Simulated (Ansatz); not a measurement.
## AlNi, space group Cmmm: an equation of state with a fit, step by step

Computed with Ansatz 0.2.0, Python API.

Run as a notebook:

In [1]:
```python
import ansatz
import numpy as np
from pymatgen.analysis.eos import EOS
```

In [2]:
```python
FUNCTIONAL = "r2scan"
DISPERSION = "d3bjatm"
SIGMA = 0.05
SCF_TOL = 1e-09
CUTOFF_EV = 600
KGRID = (10, 10, 9)
```

In [3]:
```python
vectors0 = np.array([
    [1.938694, -1.95319, 0.0],
    [1.938694, 1.95319, 0.0],
    [0.0, 0.0, 3.09943],
])
sites = [
    ("Al", (0.0, 0.0, 0.0), 0.0),
    ("Ni", (0.5, 0.5, 0.5), 2.0),
]


def on_lattice(cell):
    crystal = ansatz.Crystal(lattice=ansatz.Lattice.of(cell))
    for symbol, position, moment in sites:
        crystal = crystal.atom(symbol, position, moment=moment or None)
    return crystal

# scale the volume, keep shape and fractions
volumes, energies, pressures = [], [], []
for scale in np.linspace(0.92, 1.08, 7):
    cell = vectors0 * scale ** (1 / 3)
    calc = (
        on_lattice(cell).calculation()
        .functional(FUNCTIONAL, dispersion=DISPERSION)
        .occupations(ansatz.OccupationsMethod.FERMI_DIRAC, width=SIGMA)
        .spin("collinear")
        .scf(tolerance=SCF_TOL)
        .basis(CUTOFF_EV)
        .kpoints(*KGRID)
        .stress()
    )
    r = calc.run(threads=1, backend="cpu").report
    volumes.append(abs(np.linalg.det(cell)) / len(sites))
    energies.append(r["free_energy_ev"] / len(sites))
    pressures.append(np.trace(r["stress_gpa"]) / 3)
    print(f"V = {volumes[-1]:8.4f} A^3/atom  F = {energies[-1]:.5f} eV/atom  P = {pressures[-1]:8.3f} GPa")
```
```text
DeckWarning: output.stress: scf.convergence.dr2_threshold = 1e-9 eV is looser than the 2e-10 eV advised for a printed stress (1e-10 eV for each atom of the cell: 2). What an SCF threshold leaves in a [...]
RunWarning: the starting moments were not kept: the SCF closed with an absolute magnetisation of 1.3e-5 μB, where they sum to 2 μB in size (1 site). That is at most 0.1 of that sum. Measured as dr2_m [...]
V =  10.7975 A^3/atom  F = -3193.63313 eV/atom  P =   16.566 GPa
V =  11.1105 A^3/atom  F = -3193.65878 eV/atom  P =    9.859 GPa
V =  11.4234 A^3/atom  F = -3193.67222 eV/atom  P =    4.045 GPa
V =  11.7364 A^3/atom  F = -3193.67509 eV/atom  P =   -0.995 GPa
V =  12.0494 A^3/atom  F = -3193.66877 eV/atom  P =   -5.363 GPa
V =  12.3624 A^3/atom  F = -3193.65452 eV/atom  P =   -9.144 GPa
V =  12.6753 A^3/atom  F = -3193.63339 eV/atom  P =  -12.410 GPa
```

In [4]:
```python
for form in ["pourier_tarantola"]:
    fit = EOS(eos_name=form).fit(volumes, energies)
    print(f"{form:18s} V0 {fit.v0:8.4f} A^3/atom  B0 {fit.b0_GPa:7.1f} GPa  B1 {fit.b1:5.2f}")
```
```text
pourier_tarantola  V0  11.6710 A^3/atom  B0   180.4 GPa  B1  4.33
```

A third-order Birch-Murnaghan fit through the 7 points (the script's own form differs a little) has its minimum at 11.67 Å³ an atom, 0.6 % below the typed cell, with a bulk modulus of 180 GPa and dB/dP = 4.3. From that minimum the energy rises by 42.2 meV an atom on the compressed side and 41.9 meV on the expanded side.

What to keep in mind:
- Absolute energies stand on the zero of these potentials, so only differences at equal settings mean something.
- The SCF didn't keep the moments it started from (some shrank, vanished or turned); what is printed is the state reached.
- Shape and fractional positions are held along the curve, so the bulk modulus is an upper value where they are free to relax.
- Dispersion corrections can be off by several per cent in the lattices of metals, and by several GPa in the pressure at a fixed cell.
- The mesh is modest for a metal, so energies can be off by several to tens of meV an atom and pressures by half a GPa or more; differences at equal mesh fare better.
- Within a few hundredths of an angstrom the cell has the higher group P4/mmm; the lower one is a small distortion.
- Pressure is positive in compression.
- r2SCAN tends to overestimate the moments of itinerant magnets.
- The structure comes from a database of computed cells and needn't be a stable or known phase.
- Warnings are shown shortened and without file and line.
- Wall time of the script: 6.3 min on 1 thread of Arm Neoverse V1, on a shared host, peak memory 0.67 GiB.
